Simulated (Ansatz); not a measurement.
# H3NOSiZn: the cost of one run

All numbers below are computed with Ansatz 0.2.0 (RKS PBE0-D4/def2-SVP).

## 1. The system as given

Bond lengths: N1–Si2 1.723 Å, Si2–O3 1.723 Å, Si2–Zn4 2.657 Å, O3–Zn4 0.938 Å, N1–H5 1.047 Å, N1–H6 1.072 Å, Si2–H7 1.497 Å. Angles: N1–Si2–O3 109.1°, N1–Si2–Zn4 111.2°, N1–Si2–H7 109.3°, O3–Si2–Zn4 2.3°, O3–Si2–H7 110.8°, Zn4–Si2–H7 108.9°, Si2–N1–H5 110.3°, Si2–N1–H6 110.3°, H5–N1–H6 102.7°, Si2–O3–Zn4 173.4°, Si2–Zn4–O3 4.3°.

Structure file:

```xyz
7

N    -0.2427    1.1948   -0.5436
Si    0.8029   -0.1551   -0.3155
O    -0.1090   -1.4739    0.3154
Zn   -0.5124   -2.2294    0.6978
H    -0.7191    1.4419    0.3554
H    -1.0628    0.9272   -1.1794
H     1.9041    0.2265    0.6242
```

## 2. End point A

The input, input.yaml:

```yaml
crystal:
  periodic: [false, false, false]
  atoms:
    - { symbol: "N", position_ang: [-0.2427, 1.1948, -0.5436] }
    - { symbol: Si, position_ang: [0.8029, -0.1551, -0.3155] }
    - { symbol: O, position_ang: [-0.109, -1.4739, 0.3154] }
    - { symbol: Zn, position_ang: [-0.5124, -2.2294, 0.6978] }
    - { symbol: H, position_ang: [-0.7191, 1.4419, 0.3554] }
    - { symbol: H, position_ang: [-1.0628, 0.9272, -1.1794] }
    - { symbol: H, position_ang: [1.9041, 0.2265, 0.6242] }
basis:
  gaussian: { orbitals: def2-SVP }
hamiltonian:
  xc: pbe0
  dispersion: d4
relax:
  f_tol: 0.02
  max_steps: 50
```

On the command line:

```console
$ ansatz run input.yaml --threads 2 --pin off --max-ram 3072MiB --backend cpu --events-out ev --progress --plain --runs-dir out
```

What time and memory should one allow on 2 threads of Arm Neoverse V2, shared host?

About 79 s, with a peak of 0.2 GiB.
